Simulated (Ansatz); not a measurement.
# CH5NSSi: the cost of one run

Program: Ansatz 0.2.0. Level of theory: RKS B3LYP-D4/def2-SVP. These are calculated values, not measurements.

## Step 1: Starting point

Bond lengths: C1–N2 1.247 Å, N2–Si3 1.716 Å, Si3–S4 2.153 Å, C1–H5 1.093 Å, C1–H6 1.087 Å, Si3–H7 1.455 Å, Si3–H8 1.456 Å, S4–H9 1.323 Å. Angles: C1–N2–Si3 136.3°, N2–C1–H5 124.9°, N2–C1–H6 119.1°, H5–C1–H6 116.0°, N2–Si3–S4 103.0°, N2–Si3–H7 103.1°, N2–Si3–H8 121.7°, S4–Si3–H7 109.9°, S4–Si3–H8 103.8°, H7–Si3–H8 114.4°, Si3–S4–H9 96.0°.

As a file:

```xyz
9

C    -0.1010    1.3774   -1.1113
N     0.1199    0.7301   -0.0681
Si    0.5423   -0.8862    0.3236
S    -1.1551   -1.5713    1.4562
H    -0.0314    0.9734   -2.1242
H    -0.3809    2.4252   -1.0347
H     1.6910   -0.7246    1.2010
H     0.7078   -1.9053   -0.7035
H    -1.3926   -0.4189    2.0610
```

## Step 2: Relaxing end A

File input.yaml:

```yaml
crystal:
  periodic: [false, false, false]
  atoms:
    - { symbol: C, position_ang: [-0.10103, 1.37736, -1.1113] }
    - { symbol: "N", position_ang: [0.11989, 0.73012, -0.0681] }
    - { symbol: Si, position_ang: [0.54227, -0.88618, 0.32358] }
    - { symbol: S, position_ang: [-1.15513, -1.57126, 1.45618] }
    - { symbol: H, position_ang: [-0.03143, 0.97343, -2.12421] }
    - { symbol: H, position_ang: [-0.38089, 2.4252, -1.03469] }
    - { symbol: H, position_ang: [1.69105, -0.72457, 1.20102] }
    - { symbol: H, position_ang: [0.70784, -1.90526, -0.70348] }
    - { symbol: H, position_ang: [-1.39257, -0.41885, 2.06099] }
basis:
  gaussian: { orbitals: def2-SVP }
hamiltonian:
  xc: b3lyp
  dispersion: d4
relax:
  f_tol: 0.015
  max_steps: 40
```

Run with:

```bash
> ansatz run input.yaml --threads 1 --pin off --max-ram 2048MiB --backend cpu --events-out ev --progress --plain --runs-dir out
```

What time and memory should one allow on 1 thread of Intel Xeon Platinum 8375C at 2.90GHz (Ice Lake), shared host?

About 61 s, with a peak of 0.19 GiB.
